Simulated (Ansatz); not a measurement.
Run this with the Python package of Ansatz (0.2.0) and show what comes out.

The script, `ti3sn_formation.py`:
```python
"""Formation energy of Ti3Sn from the elements, after relaxing cells and atoms."""

from collections import Counter

import ansatz as az
import numpy as np
from tabulate import tabulate

PHASES = {
    "Ti3Sn": (
        [[4.156929, 0.0, 0.0], [0.0, 4.156929, 0.0], [0.0, 0.0, 4.156929]],
        [
            ("Ti", [0.5, 0.5, 0.0]),
            ("Ti", [0.5, 0.0, 0.5]),
            ("Ti", [0.0, 0.5, 0.5]),
            ("Sn", [0.0, 0.0, 0.0]),
        ],
    ),
    "Ti": (
        [[2.95, 0.0, 0.0], [-1.475, 2.554775, 0.0], [0.0, 0.0, 4.68]],
        [
            ("Ti", [1 / 3, 2 / 3, 0.25]),
            ("Ti", [2 / 3, 1 / 3, 0.75]),
        ],
    ),
    "Sn": (
        [[0.0, 3.233343, 3.233343], [3.233343, 0.0, 3.233343], [3.233343, 3.233343, 0.0]],
        [
            ("Sn", [0.0, 0.0, 0.0]),
            ("Sn", [0.25, 0.25, 0.25]),
        ],
    ),
}


def build(vectors, sites):
    crystal = az.Crystal(lattice=az.Lattice.of(vectors))
    for symbol, position in sites:
        crystal = crystal.atom(symbol, position)
    return crystal


def solve(name, crystal):
    calc = (
        crystal.calculation()
        .basis(38 * az.Ry)
        .functional("pbesol")
        .kpoints(spacing=0.14)
        .occupations("cold", width=0.05)
        .stress()
    )
    calc = calc.relax(force_tolerance=0.01, max_steps=60, cell=True)
    return calc.run()


def counts(outcome):
    return Counter(site.symbol for site in outcome.lattice.sites)

def formation_energy(outcome, mu):
    n = counts(outcome)
    return (outcome.report["energy_sigma0_ev"] - sum(k * mu[element] for element, k in n.items())) / sum(n.values())


def volume_per_atom(outcome):
    return abs(np.linalg.det(outcome.lattice.cell_ang)) / len(outcome.lattice.sites)


def main() -> None:
    phases = {name: build(*cell) for name, cell in PHASES.items()}

    done = {name: solve(name, crystal) for name, crystal in phases.items()}

    # energy of one atom in its reference phase
    references = {"Ti": "Ti", "Sn": "Sn"}
    mu = {element: done[name].report["energy_sigma0_ev"] / len(done[name].lattice.sites) for element, name in references.items()}

    target = done["Ti3Sn"]
    heat = formation_energy(target, mu)
    rows = [(name, len(o.lattice.sites), volume_per_atom(o), formation_energy(o, mu)) for name, o in done.items()]
    print(tabulate(rows, headers=["phase", "atoms", "V (A^3/atom)", "E_form (eV/atom)"], floatfmt=".4f", tablefmt="github"))


if __name__ == "__main__":
    main()
```

```console
$ python ti3sn_formation.py
| phase   |   atoms |   V (A^3/atom) |   E_form (eV/atom) |
|---------|---------|----------------|--------------------|
| Ti3Sn   |       4 |        17.3876 |            -0.3194 |
| Ti      |       2 |        16.7195 |             0.0000 |
| Sn      |       2 |        35.0049 |             0.0000 |
```

The run is spin-unpolarised. The cells come from databases of deposited and of computed structures, and not all need be stable phases. The compound is the structure given, not necessarily its lowest; energies are at zero temperature, with no correction for gases. A semilocal functional's error on such energies is often 0.05 to 0.1 eV an atom, and 0.1 to 0.3 eV against gases such as O2 or F2. The whole script took 96 s on 1 thread of Arm Neoverse V1, on a shared host, peak memory 0.62 GiB.
